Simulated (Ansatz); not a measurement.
## SrTl3, space group Pm-3m: a point defect in a supercell, step by step

Computed with the Ansatz DFT code, driven from Python.

The script reads `srtl3.xyz`:
```text
4
Lattice="4.94418734 0.0 0.0 0.0 4.94418734 0.0 0.0 0.0 4.94418734" Properties=species:S:1:pos:R:3 pbc="T T T"
Sr    0.00000000    0.00000000    0.00000000
Tl    0.00000000    2.47209367    2.47209367
Tl    2.47209367    0.00000000    2.47209367
Tl    2.47209367    2.47209367    0.00000000
```

The cells in order, each with its output:

```python
import warnings

import ansatz as az
import numpy as np
```

```python
warnings.simplefilter("ignore", az.DeckWarning)

system = az.Crystal.from_extxyz("srtl3.xyz")
host = system.supercell(2, 2, 1)
defective = host.substitution("B", at=[0.5, 0.5, 0.0], replaces="Tl")
```

```python
def prepare(structure):
    return (
        structure.calculation()
        .functional(az.Functional.R2SCAN)
        .scf(max_iterations=200)
        .kpoints(mesh=(1, 1, 2), shift=0.5)
        .occupations(az.OccupationsMethod.GAUSSIAN, width=0.01)
        .basis(380)
        .band_table()
    )
```

```python
perfect = prepare(host).run(threads=1).report
setup = (
    prepare(defective)
    .relax(force_tolerance=0.05, max_steps=25)
)
done = setup.run(threads=1)
report = done.report

report["converged"], report["free_energy_ev"]
```

    (True, -140422.27442367148)

```python
n_host, n_defect = len(perfect["lattice"]["sites"]), len(report["lattice"]["sites"])
print(f"perfect cell: {n_host} atoms, F = {perfect['free_energy_ev']:.4f} eV")
print(f"defect cell:  {n_defect} atoms, F = {report['free_energy_ev']:.4f} eV")
print(f"difference {report['free_energy_ev'] - perfect['free_energy_ev']:.4f} eV (no chemical potentials)")

for site in done.lattice.sites:
    print(f"{site.symbol:2s}", " ".join(f"{v:8.4f}" for v in site.position_ang))
```

    perfect cell: 16 atoms, F = -151727.7677 eV
    defect cell:  16 atoms, F = -140422.2744 eV
    difference 11305.4932 eV (no chemical potentials)
    Sr   0.1770   0.1770   0.0000
    Tl  -0.2004   2.4721   2.4721
    Tl   2.4721  -0.2004   2.4721
    B    2.4721   2.4721   0.0000
    Sr   0.1770   4.7672   0.0000
    Tl  -0.1530   7.4163   2.4721
    Tl   2.4721   5.1446   2.4721
    Tl   2.4721   7.4163   0.0000
    Sr   4.7672   0.1770   0.0000
    Tl   5.1446   2.4721   2.4721
    Tl   7.4163  -0.1530   2.4721
    Tl   7.4163   2.4721   0.0000
    Sr   4.7672   4.7672   0.0000
    Tl   5.0972   7.4163   2.4721
    Tl   7.4163   5.0972   2.4721
    Tl   7.4163   7.4163   0.0000

```python
for label, run in (("perfect", perfect), ("defect", report)):
    levels, filled = np.array(run["eigenvalues_ev"][0]), np.array(run["occupations"][0])
    top = int(np.argmin(np.abs(levels - run["fermi_energy_ev"])))
    window = slice(max(top - 3, 0), top + 4)
    print(label, "levels near E_F at the first k-point:", ", ".join(f"{e - run['fermi_energy_ev']:.2f} ({f:.2f})" for e, f in zip(levels[window], filled[window])))
```

    perfect levels near E_F at the first k-point: -0.00 (1.50), -0.00 (1.50), -0.00 (1.50), -0.00 (1.50), 1.61 (0.00), 1.61 (0.00), 1.61 (0.00)
    defect levels near E_F at the first k-point: -0.20 (2.00), -0.01 (1.75), -0.01 (1.75), 0.00 (0.49), 0.20 (0.00), 1.10 (0.00), 1.31 (0.00)

Reading the output:
- The settings weren't tested for convergence.
- The cutoff lies under the one recommended for these potentials.
- The computed bands are complete only to about 4.5 eV above the Fermi level.
- The difference holds no chemical potentials.
- Each cell's levels count from its own Fermi level and aren't aligned; one k-point can hide that the defect cell is metallic.
- This cell is a computed structure, which may not be the phase found in nature.
- Levels are Kohn-Sham eigenvalues on this mesh, without spin-orbit coupling.
- The supercell is small, so the defect meets its images and the energies aren't those of an isolated defect; a partly filled defect level may also lower its energy by spin or distortion. For a charged cell the difference holds no correction, alignment or term for the electrons' reservoir.
- The script silences the warnings on its input, which a real study should read.
- Timing: 5.9 min on 1 thread of Arm Neoverse N1, with other jobs on the host, peak memory 1.1 GiB.
